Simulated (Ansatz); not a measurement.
# BrH3Sn: the cost of one run

Method: PBE0-D4/def2-TZVP structures, single points in def2-TZVPP, no counterpoise correction; program: Ansatz 0.2.0, Gaussian basis.

Levels: SPW92, PBE-D4, BLYP-D4, r2SCAN-D4, B97M-V, PBE0-D4, B3LYP-D4, r2SCAN0-D4, BHLYP-D4, CAM-B3LYP-D4, wB97X-V, wB97M-V, B2PLYP, PBE-QIDH, RPA on PBE, Hartree-Fock, MP2, CCSD, CCSD(T).

Correlated methods freeze the cores. Filled d shells of the heavier atoms are correlated. Core potentials replace the inner electrons past krypton, and spin-orbit coupling is left out. B3LYP uses VWN-RPA correlation. B2PLYP carries no dispersion term here.

88 further runs of the same task are left out: 88 set aside as unsound or not needed. Runs told in other sessions of the task aren't counted.

**1. The starting structure**

The complex: 8 atoms, charge 0, spin multiplicity 1.

Atoms are counted from 1 here; the program's logs count them from 0.

Bond lengths: Sn1–Br2 2.508 Å, Sn1–H3 1.693 Å, Sn1–H4 1.708 Å, Sn1–H5 1.696 Å, H6–O7 0.964 Å, O7–H8 0.960 Å. Angles: Br2–Sn1–H3 107.5°, Br2–Sn1–H4 102.7°, Br2–Sn1–H5 107.4°, H3–Sn1–H4 111.5°, H3–Sn1–H5 116.0°, H4–Sn1–H5 110.7°, H6–O7–H8 105.1°.

As a file:

```mol
BrH5OSn
  3D, bonds by distance, orders not assigned

  8  6  0  0  0  0  0  0  0  0999 V2000
   -0.4994   -1.1214   -0.3008 Sn  0  0
    1.8399   -1.0500    0.6000 Br  0  0
   -0.4887   -0.3523   -1.8093 H   0  0
   -0.7932   -2.7972   -0.4540 H   0  0
   -1.5158   -0.4391    0.8737 H   0  0
    1.1654    1.5366    0.2468 H   0  0
    0.2920    1.8799    0.0276 O   0  0
   -0.0003    2.3434    0.8160 H   0  0
  1  2  8  0
  1  3  8  0
  1  4  8  0
  1  5  8  0
  6  7  8  0
  7  8  8  0
M  END
```

Its parts: SnH₃Br holds atoms 1, 2, 3, 4, 5; H₂O holds atoms 6, 7, 8. Each part counts its atoms afresh in its own runs.

**2. Relaxing SnH₃Br alone**

File relax-a/in.yaml:

```yaml
crystal:
  periodic: [false, false, false]
  atoms:
    - {symbol: Sn, position_ang: [-0.499350, -1.121445, -0.300786]}
    - {symbol: Br, position_ang: [1.839870, -1.050017, 0.599980]}
    - {symbol: H, position_ang: [-0.488718, -0.352289, -1.809261]}
    - {symbol: H, position_ang: [-0.793244, -2.797162, -0.453950]}
    - {symbol: H, position_ang: [-1.515790, -0.439127, 0.873670]}
basis:
  gaussian: {orbitals: def2-TZVP}
hamiltonian: {xc: pbe0, dispersion: d4}
relax: {f_tol: 0.005, max_steps: 200}
```

Launch:

```
ansatz run in.yaml --threads 4 --pin off --events-out ev --progress --plain --max-ram 9574MiB
```

**Question.** How long does this run take on 4 threads of Arm Neoverse V1, shared host?

About 6.5 s.
